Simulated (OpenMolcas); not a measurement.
**Fe³⁺ among point charges: CASSCF and CASPT2 levels and susceptibility**

How does a field of 6 point charges split the states of Fe³⁺, and what χT follows?

Program: OpenMolcas 26.06. Level of theory: state-averaged CASSCF and CASPT2, spin-orbit coupling by RASSI with atomic mean-field integrals. These are calculated values, not measurements, unless marked.

## Step 1: The system

- Species: Fe³⁺ (iron, Z = 26, 23 electrons)
- Basis: ANO-RCC-VTZP [6s5p3d2f1g], 59 functions
- Scalar Hamiltonian: DKH2, point nucleus
- Inactive shells: 1s 2s 2p 3s 3p
- Active space: 5 electrons in 5 orbitals (3d)
- Some configurations of this space: 3d5
- Orbitals: optimised for each spin and parity, averaged over all roots

Outer shells as boxes (Hund's rule):

3d5
```
3d [↑ ][↑ ][↑ ][↑ ][↑ ]
```

The ion sits among 6 point charges of -1 e arranged as an octahedron (Oh), 1.95 Å from the ion.

Each step is its own input file, run in one work folder so that later steps find the files of earlier ones. Labels, J, g values, rates, χT and fits are worked out afterwards by a script from the matrices that RASSI stores. The input lists half of the charges; inversion (Group=XYZ) makes the rest.

## Step 2: One- and two-electron integrals

Input file a.inp:

```
&GATEWAY
Coord
1

Fe 0.0 0.0 0.0
Basis=ANO-RCC-VTZP
Group=XYZ
NoMove
AngMom=0.0 0.0 0.0
AMFI
XField
3 Angstrom 0
1.950000 0.000000 0.000000 -1.000000
0.000000 1.950000 0.000000 -1.000000
0.000000 0.000000 1.950000 -1.000000
&SEWARD
```

Launch:

```sh
$ OMP_NUM_THREADS=1 MOLCAS_MEM=1689 MOLCAS_PROJECT=a pymolcas a.inp > a.log
```

## Step 3: CASSCF: sextets of even parity, 1 root

Input file a.inp:

```
&RASSCF
FileOrb=start.orb
Symmetry=1
Spin=6
nActEl=5 0 0
Inactive=3 6
Ras2=5 0
CIRoot=1 1 1
SDav=1
CIMx=300
Iter=120 100
PrWF=0.3
OrbListing=Nothing
MaxOrb=0
>>> COPY $Project.JobIph JOB001
```

start.orb holds the contracted functions of the basis, ordered by shell, or the orbitals of the step before.

## Step 4: Reference wave functions, quartets of even parity, 24 roots

Input file a.inp:

```
&RASSCF
FileOrb=start.orb
Symmetry=1
Spin=4
nActEl=5 0 0
Inactive=3 6
Ras2=5 0
CIRoot=24 24 1
SDav=24
CIMx=300
Iter=120 100
PrWF=0.3
OrbListing=Nothing
MaxOrb=0
>>> COPY $Project.JobIph JOB002
```

## Step 5: Reference wave functions, doublets of even parity, 75 roots

Input file a.inp:

```
&RASSCF
FileOrb=start.orb
Symmetry=1
Spin=2
nActEl=5 0 0
Inactive=3 6
Ras2=5 0
CIRoot=75 75 1
SDav=75
CIMx=300
Iter=120 100
PrWF=0.3
OrbListing=Nothing
MaxOrb=0
>>> COPY $Project.JobIph JOB003
```

## Step 6: State interaction with spin-orbit coupling

Input file a.inp:

```
&RASSI
NrOfJobIphs=3 1 24 75
1
1 2 3 4 5 6 7 8 9 10 11 12 13 14 15 16 17 18 19 20 21 22 23 24
1 2 3 4 5 6 7 8 9 10 11 12 13 14 15 16 17 18 19 20 21 22 23 24 25 26 27
28 29 30 31 32 33 34 35 36 37 38 39 40 41 42 43 44 45 46 47 48 49 50 51
52 53 54 55 56 57 58 59 60 61 62 63 64 65 66 67 68 69 70 71 72 73 74 75
IphNames
JOB001
JOB002
JOB003
EJob
SpinOrbit
DIPRint=1.0
SOCoupling=1000.0
Subsets=2
Property=9
'ANGMOM' 1 'ANGMOM' 2 'ANGMOM' 3 'MLTPL  1' 1 'MLTPL  1' 2 'MLTPL  1' 3
'AMFI' 1 'AMFI' 2 'AMFI' 3
SOProperty=3
'ANGMOM' 1 'ANGMOM' 2 'ANGMOM' 3
```

## Step 7: CASPT2: IPEA 0.25, imaginary shift 0.1 (closed shells correlated: 3s 3p)

Input file a.inp:

```
>>> COPY JOB001 $Project.JobIph
&CASPT2
Multistate=1 1
Frozen=2 3
IPEA=0.25
Imaginary=0.1
MaxIter=60
WThr=0.0 0.3 0.05
PrWF=0.5
NoMix
>>> COPY JOB002 $Project.JobIph
&CASPT2
Multistate=24 1 2 3 4 5 6 7 8 9 10 11 12 13 14 15 16 17 18 19 20 21 22
23 24
NoMult
Frozen=2 3
IPEA=0.25
Imaginary=0.1
MaxIter=60
WThr=0.0 0.3 0.05
PrWF=0.5
NoMix
>>> COPY JOB003 $Project.JobIph
&CASPT2
Multistate=75 1 2 3 4 5 6 7 8 9 10 11 12 13 14 15 16 17 18 19 20 21 22
23 24 25 26 27 28 29 30 31 32 33 34 35 36 37 38 39 40 41 42 43 44 45 46
47 48 49 50 51 52 53 54 55 56 57 58 59 60 61 62 63 64 65 66 67 68 69 70
71 72 73 74 75
NoMult
Frozen=2 3
IPEA=0.25
Imaginary=0.1
MaxIter=60
WThr=0.0 0.3 0.05
PrWF=0.5
NoMix
```

(Steps that only read results are left out.)

**Question.** What will these runs give? Wanted: spin-free ground state; lowest level; next level.

As calculated:

```
                 quantity                                                                        value
                   method  SS-CASPT2, IPEA 0.25, imaginary shift 0.1 (closed shells correlated: 3s 3p)
   spin-free ground state                                              6A1, 1-fold in its orbital part
             lowest level                                                                       6-fold
               next level                                                                 33046.8 cm⁻¹
              χT at 300 K                                                               4.39 cm³ K/mol
effective moment at 300 K                                                                      5.92 μB
```

Cost by method:

```csv
method,time of its own steps,time with the reference
A. CASSCF,27 s,27 s
"B. SS-CASPT2, IPEA 0.25, imaginary shift 0.1, +3s 3p",12 s,40 s
```

Times are of one thread on a shared host.

What this shows: The spin-free ground state (6A1) comes to 100 % from free-ion S terms and keeps the highest spin of the shell. χT at 300 K is 4.39, against 4.39 cm³ K/mol for the spin alone, as a half-filled shell (L = 0) has no orbital moment. An active space of the d shell alone favours high spin; real ions in strong fields can be low spin. A ligand-field fit to the states below 45000 cm-1 gives 10Dq = 2558 cm-1, B = 1029 cm-1 and C = 4454 cm-1 (C/B = 4.33), with a deviation of 344 cm-1. CASPT2 does not keep the components of a term degenerate, and the means are used. The field of point charges can differ much from that of real complexes. With metal d orbitals alone active, the gaps between spin states are rough; where two lie within a few thousand cm-1, their order is open. Point charges carry no covalency, so the field is a model and not that of real ligands.
